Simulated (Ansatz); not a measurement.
**C₆H₄F radical: energies up the ladder**

One table from this session's results is given with a row withheld; the runs are named, their logs left out.

Method: the levels named in each step, in Ansatz 0.2.0.

### The starting structure

Bond lengths: F1–C2 1.345 Å, C2–C3 1.365 Å, C3–C4 1.360 Å, C4–C5 1.395 Å, C5–C6 1.383 Å, C2–C7 1.393 Å, C6–C7 1.383 Å, C4–H8 1.079 Å, C5–H9 1.079 Å, C6–H10 1.080 Å, C7–H11 1.080 Å. Angles (14 of 16 angles, heavy atoms first): F1–C2–C3 122.5°, F1–C2–C7 118.8°, C3–C2–C7 118.6°, C2–C3–C4 123.5°, C3–C4–C5 118.1°, C4–C5–C6 119.7°, C5–C6–C7 120.9°, C2–C7–C6 119.1°, C3–C4–H8 121.5°, C5–C4–H8 120.4°, C4–C5–H9 119.5°, C6–C5–H9 120.8°, C5–C6–H10 119.7°, C7–C6–H10 119.3°.

As a file:

```xyz
11

F     2.0728   -0.8093    0.0190
C     0.8105   -0.3456    0.0079
C    -0.2750   -1.1728   -0.0011
C    -1.5599   -0.7264   -0.0148
C    -1.7759    0.6520   -0.0187
C    -0.6946    1.5149   -0.0062
C     0.6008    1.0313    0.0068
H    -2.3946   -1.4105   -0.0227
H    -2.7860    1.0325   -0.0326
H    -0.8607    2.5822   -0.0060
H     1.4578    1.6877    0.0152
```

Set-up of the first run:

input.yaml reads:

```yaml
crystal:
  periodic: [false, false, false]
  atoms:
    - { symbol: F, position_ang: [2.07279, -0.80927, 0.01896] }
    - { symbol: C, position_ang: [0.81052, -0.34556, 0.00791] }
    - { symbol: C, position_ang: [-0.27499, -1.17285, -0.00112] }
    - { symbol: C, position_ang: [-1.55989, -0.72636, -0.01482] }
    - { symbol: C, position_ang: [-1.77591, 0.652, -0.01875] }
    - { symbol: C, position_ang: [-0.69458, 1.51492, -0.00617] }
    - { symbol: C, position_ang: [0.60078, 1.03134, 0.00683] }
    - { symbol: H, position_ang: [-2.39457, -1.41049, -0.02266] }
    - { symbol: H, position_ang: [-2.78601, 1.03248, -0.0326] }
    - { symbol: H, position_ang: [-0.86074, 2.58222, -0.00597] }
    - { symbol: H, position_ang: [1.45776, 1.68773, 0.01515] }
magnetization:
  spin_polarized: true
  initial_magnetization: 1
basis:
  gaussian: { orbitals: def2-SVPD }
hamiltonian:
  xc: pbe
  dispersion: d4
relax:
  f_tol: 0.03
  max_steps: 200
```

Started as:

```
$ ansatz run input.yaml --threads 8 --pin off --max-ram 22528MiB --backend cpu --events-out ev --progress --plain --runs-dir out
```

Among the steps run: A rough first relaxation, PBE-D4/def2-SVPD; Relaxation, PBE0-D4/def2-TZVPPD; Frequencies, PBE0-D4/def2-TZVPPD; Single point, PBE-D4/def2-TZVPPD; Single point, r2SCAN-D4/def2-TZVPPD; Single point, B3LYP-D4/def2-TZVPPD; Single point, wB97M-V/def2-TZVPPD; Single point, B2PLYP/def2-TZVPPD; Single point, LDA/def2-TZVPPD; Single point, PBE0-D4/def2-SVPD; Single point, PBE-D4/def2-SVPD; The anion of multiplicity 1 at the same geometry, PBE0-D4/def2-TZVPPD; The anion of multiplicity 1 at the same geometry, PBE-D4/def2-TZVPPD; The anion of multiplicity 1 at the same geometry, r2SCAN-D4/def2-TZVPPD; The anion of multiplicity 1 at the same geometry, B3LYP-D4/def2-TZVPPD; The anion of multiplicity 1 at the same geometry, wB97M-V/def2-TZVPPD; The anion of multiplicity 1 at the same geometry, B2PLYP/def2-TZVPPD.

One of the session's tables, all rows but one given; the rest of the session is left out.

It belongs to the step «Vertical electron affinity». 

| level | vertical electron affinity (eV) |
| --- | --- |
| PBE-D4/def2-TZVPPD | 1.272 |
| r2SCAN-D4/def2-TZVPPD | ? |
| B3LYP-D4/def2-TZVPPD | 1.331 |
| wB97M-V/def2-TZVPPD | 1.312 |
| B2PLYP/def2-TZVPPD | 1.248 |

Estimate the missing values for r2SCAN-D4/def2-TZVPPD.

**Answer.** vertical electron affinity (eV): 1.052. In the column «vertical electron affinity (eV)» it is the lowest.
